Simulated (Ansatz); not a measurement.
**C₂H₂ClFSn: small, medium and large basis sets**

The task here is to estimate one member of a computed series from the others.

Method: one geometry, several basis sets; program: Ansatz 0.2.0, Gaussian basis.

Plan: PBE0-D4/def2-SVP; ωB97M-V/def2-SVP; PBE0-D4/def2-QZVPP; ωB97M-V/def2-QZVPP; the functionals' def2-TZVPP values are taken from earlier runs.

## Structure used throughout

An earlier PBE0-D4 in a triple-zeta def2 set relaxation fixed the geometry. Sn takes the def2 core potential; no spin-orbit term is included.

SMILES `C#[C][SnH]([F])[Cl]`, 7 atoms, charge 0, spin multiplicity 1.

Atoms are counted from 1 here; the program's logs count them from 0.

Bond lengths: C1–C2 1.205 Å, C1–H6 1.067 Å, C2–Sn3 2.055 Å, Sn3–F4 1.907 Å, Sn3–Cl5 2.302 Å, Sn3–H7 1.689 Å. Angles: C2–C1–H6 179.5°, C1–C2–Sn3 178.7°, C2–Sn3–F4 106.2°, C2–Sn3–Cl5 109.1°, C2–Sn3–H7 117.4°, F4–Sn3–Cl5 105.0°, F4–Sn3–H7 107.4°, Cl5–Sn3–H7 110.9°.

Geometry (Å):

```xyz
7

C    -0.6526    0.2805    2.0508
C    -0.2587    0.0861    0.9289
Sn    0.4575   -0.2403   -0.9696
F    -0.7622   -1.4502   -1.7980
Cl    0.2827    1.7066   -2.1852
H    -1.0095    0.4526    3.0412
H     2.0040   -0.9034   -1.1139
```

The first run:

in.yaml reads:

```yaml
crystal:
  periodic: [false, false, false]
  atoms:
    - {symbol: C, position_ang: [-0.652603, 0.280523, 2.050753]}
    - {symbol: C, position_ang: [-0.258662, 0.086060, 0.928924]}
    - {symbol: Sn, position_ang: [0.457476, -0.240327, -0.969616]}
    - {symbol: F, position_ang: [-0.762184, -1.450209, -1.798015]}
    - {symbol: Cl, position_ang: [0.282746, 1.706583, -2.185151]}
    - {symbol: H, position_ang: [-1.009519, 0.452645, 3.041161]}
    - {symbol: H, position_ang: [2.004044, -0.903375, -1.113856]}
basis:
  gaussian: {orbitals: def2-SVP}
hamiltonian: {xc: pbe0, dispersion: d4}
output: {orbitals: {seedname: orbitals}}
```

The run is started by

```sh
$ ansatz run in.yaml --threads 4 --pin off --events-out ev --progress --plain --max-ram 10444MiB
```

Steps of the session up to this table: PBE0-D4 in def2-SVP; ωB97M-V in def2-SVP; PBE0-D4 in def2-QZVPP; ωB97M-V in def2-QZVPP.

One of the session's tables, all rows but one given; the rest of the session is left out.

It belongs to the step «Density functionals: the series». 

| functional | basis | HOMO (eV) |
| --- | --- | --- |
| PBE0-D4 | def2-SVP | -8.90 |
| PBE0-D4 | def2-TZVPP | ? |
| PBE0-D4 | def2-QZVPP | -8.97 |
| ωB97M-V | def2-SVP | -11.13 |
| ωB97M-V | def2-TZVPP | -11.22 |
| ωB97M-V | def2-QZVPP | -11.24 |

Q: Estimate the row for PBE0-D4, def2-TZVPP from the others.

As computed: HOMO (eV): -8.96. In the column «HOMO (eV)» it lies between PBE0-D4, def2-QZVPP (-8.97) and PBE0-D4, def2-SVP (-8.90).
